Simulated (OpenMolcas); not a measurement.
**F⁵⁺: CASSCF and CASPT2 terms and fine-structure levels**

Wanted: the level scheme of F⁵⁺ from active-space wave functions, then second-order correlation under several settings.

Method: state-averaged CASSCF and CASPT2, spin-orbit coupling by RASSI with atomic mean-field integrals. Code: OpenMolcas 26.06.

## 1. The atom as given

- Species: F⁵⁺ (fluorine, Z = 9, 4 electrons)
- Basis: ANO-RCC-VDZP [3s2p1d], 14 functions
- Scalar Hamiltonian: DKH4, point nucleus
- Inactive shells: 1s
- Active space: 2 electrons in 4 orbitals (2s 2p)
- Some configurations of this space: 2p², 2s 2p, 2s²
- Orbitals: optimised for the ground-state spin in each parity, averaged over the low roots

The outer shells:

2p2
```
2p [↑ ][↑ ][  ]
```

2s 2p
```
2s [↑ ]
2p [↑ ][  ][  ]
```

2s2
```
2s [↑↓]
```

Each step is its own input file, run in one work folder so that later steps find the files of earlier ones. Labels, J, g values, rates, χT and fits are worked out afterwards by a script from the matrices that RASSI stores.

## 2. One- and two-electron integrals

Input file a.inp:

```
&GATEWAY
Coord
1

F 0.0 0.0 0.0
Basis=ANO-RCC-VDZP
Group=XYZ
NoMove
AngMom=0.0 0.0 0.0
AMFI
&SEWARD
Relativistic=R04O02
```

Run with:

```sh
$ OMP_NUM_THREADS=1 MOLCAS_MEM=2252 MOLCAS_PROJECT=a pymolcas a.inp > a.log
```

## 3. Reference wave functions, singlets of even parity, 6 roots

Input file a.inp:

```
&RASSCF
FileOrb=start.orb
Symmetry=1
Spin=1
nActEl=2 0 0
Inactive=1 0
Ras2=1 3
CIRoot=6 6 1
SDav=7
CIMx=300
Iter=120 100
PrWF=0.3
OrbListing=Nothing
MaxOrb=0
Atom
>>> COPY $Project.JobIph JOB001
```

start.orb holds the contracted functions of the basis, ordered by shell, or the orbitals of the step before.

## 4. CASSCF: triplets of even parity, 3 roots

Input file a.inp:

```
&RASSCF
FileOrb=start.orb
Symmetry=1
Spin=3
nActEl=2 0 0
Inactive=1 0
Ras2=1 3
CIRoot=3 3 1
SDav=3
CIMx=300
Iter=120 100
PrWF=0.3
OrbListing=Nothing
MaxOrb=0
Atom
CIOnly
>>> COPY $Project.JobIph JOB002
```

## 5. CASSCF: singlets of odd parity, 3 roots

Input file a.inp:

```
&RASSCF
FileOrb=start.orb
Symmetry=2
Spin=1
nActEl=2 0 0
Inactive=1 0
Ras2=1 3
CIRoot=3 3 1
SDav=3
CIMx=300
Iter=120 100
PrWF=0.3
OrbListing=Nothing
MaxOrb=0
Atom
>>> COPY $Project.JobIph JOB003
```

## 6. Reference wave functions, triplets of odd parity, 3 roots

Edit a.inp of step 5 so:

```diff
@@ -3,3 +3,3 @@
 Symmetry=2
-Spin=1
+Spin=3
 nActEl=2 0 0
@@ -15,2 +15,3 @@
 Atom
->>> COPY $Project.JobIph JOB003
+CIOnly
+>>> COPY $Project.JobIph JOB004
```

## 7. RASSI: spin-orbit coupling between the states

Input file a.inp:

```
&RASSI
NrOfJobIphs=4 6 3 3 3
1 2 3 4 5 6
1 2 3
1 2 3
1 2 3
IphNames
JOB001
JOB002
JOB003
JOB004
EJob
SpinOrbit
DIPRint=1.0
SOCoupling=1000.0
Subsets=2
MEES
Property=10
'ANGMOM' 1 'ANGMOM' 2 'ANGMOM' 3 'MLTPL  1' 1 'MLTPL  1' 2 'MLTPL  1' 3
'AMFI' 1 'AMFI' 2 'AMFI' 3 'MLTPL  2' 6
SOProperty=3
'ANGMOM' 1 'ANGMOM' 2 'ANGMOM' 3
```

## 8. CASPT2: IPEA 0.3, imaginary shift 0.3 (closed shells correlated: 1s), extended multistate

Input file a.inp:

```
>>> COPY JOB001 $Project.JobIph
&CASPT2
XMultistate=6 1 2 3 4 5 6
Frozen=0 0
IPEA=0.3
Imaginary=0.3
MaxIter=60
WThr=0.0 0.3 0.05
PrWF=0.5
NoMix
>>> COPY JOB002 $Project.JobIph
&CASPT2
XMultistate=3 1 2 3
Frozen=0 0
IPEA=0.3
Imaginary=0.3
MaxIter=60
WThr=0.0 0.3 0.05
PrWF=0.5
NoMix
>>> COPY JOB003 $Project.JobIph
&CASPT2
XMultistate=3 1 2 3
Frozen=0 0
IPEA=0.3
Imaginary=0.3
MaxIter=60
WThr=0.0 0.3 0.05
PrWF=0.5
NoMix
>>> COPY JOB004 $Project.JobIph
&CASPT2
XMultistate=3 1 2 3
Frozen=0 0
IPEA=0.3
Imaginary=0.3
MaxIter=60
WThr=0.0 0.3 0.05
PrWF=0.5
NoMix
```

## 9. CASPT2: IPEA 0.15, imaginary shift 0.3 (closed shells correlated: 1s)

Input file a.inp:

```
>>> COPY JOB001 $Project.JobIph
&CASPT2
Multistate=6 1 2 3 4 5 6
Frozen=0 0
IPEA=0.15
Imaginary=0.3
MaxIter=60
WThr=0.0 0.3 0.05
PrWF=0.5
NoMix
>>> COPY JOB002 $Project.JobIph
&CASPT2
Multistate=3 1 2 3
Frozen=0 0
IPEA=0.15
Imaginary=0.3
MaxIter=60
WThr=0.0 0.3 0.05
PrWF=0.5
NoMix
>>> COPY JOB003 $Project.JobIph
&CASPT2
Multistate=3 1 2 3
Frozen=0 0
IPEA=0.15
Imaginary=0.3
MaxIter=60
WThr=0.0 0.3 0.05
PrWF=0.5
NoMix
>>> COPY JOB004 $Project.JobIph
&CASPT2
Multistate=3 1 2 3
Frozen=0 0
IPEA=0.15
Imaginary=0.3
MaxIter=60
WThr=0.0 0.3 0.05
PrWF=0.5
NoMix
```

## 10. CASPT2: IPEA 0.15, imaginary shift 0.3 (closed shells correlated: 1s), extended multistate

Edit a.inp of step 9 so:

```diff
@@ -2,3 +2,3 @@
 &CASPT2
-Multistate=6 1 2 3 4 5 6
+XMultistate=6 1 2 3 4 5 6
 Frozen=0 0
@@ -12,3 +12,3 @@
 &CASPT2
-Multistate=3 1 2 3
+XMultistate=3 1 2 3
 Frozen=0 0
@@ -22,3 +22,3 @@
 &CASPT2
-Multistate=3 1 2 3
+XMultistate=3 1 2 3
 Frozen=0 0
@@ -32,3 +32,3 @@
 &CASPT2
-Multistate=3 1 2 3
+XMultistate=3 1 2 3
 Frozen=0 0
```

(Steps that only read results are left out.)

What does the calculation give? Wanted: lowest level; first excited level; strongest of the lines computed, by gA, at CASSCF energies.

The runs gave:

```
                                                  quantity                                                                     value
                                                    method  XMS-CASPT2, IPEA 0.3, imaginary shift 0.3 (closed shells correlated: 1s)
                                              lowest level                                               2s² ¹S₀, 100 % of that term
                               ground level listed by NIST                                                                       1S0
                                       first excited level                                                 2s 2p ³P°₀ at 118160 cm⁻¹
strongest of the lines computed, by gA, at CASSCF energies                          2s 2p ¹P°₁ → 2s² ¹S₀, 46.24 nm, A = 6.39e+09 s⁻¹
```

Cost and accuracy by method:

| method | time of its own steps | time with the reference | mean absolute difference from the measured levels (cm-1) |
| --- | --- | --- | --- |
| A. CASSCF | 8.9 s | 8.9 s | 33000 |
| B. XMS-CASPT2, IPEA 0.3, imaginary shift 0.3, +1s | 1.7 s | 11 s | 32000 |
| C. SS-CASPT2, IPEA 0.15, imaginary shift 0.3, +1s | 1.8 s | 11 s | 32000 |
| D. XMS-CASPT2, IPEA 0.15, imaginary shift 0.3, +1s | 1.8 s | 11 s | 32000 |

Times are of one thread on a shared host.

Method C lies closest to the measured levels (32000 cm⁻¹ on average, level with A, level with B, level with D) and A farthest (33000). Only the configurations of the active space and the roots asked for are present. The triplets rest on orbitals optimised for another spin in at least one step, which raises them against the optimised states. Not all states of the active space went into the spin-orbit step. The basis is small and contracted for the neutral atom, so it is rough for this charge. Only valence configurations of the active space appear, up to the ionisation limit; * or ° marks odd parity.
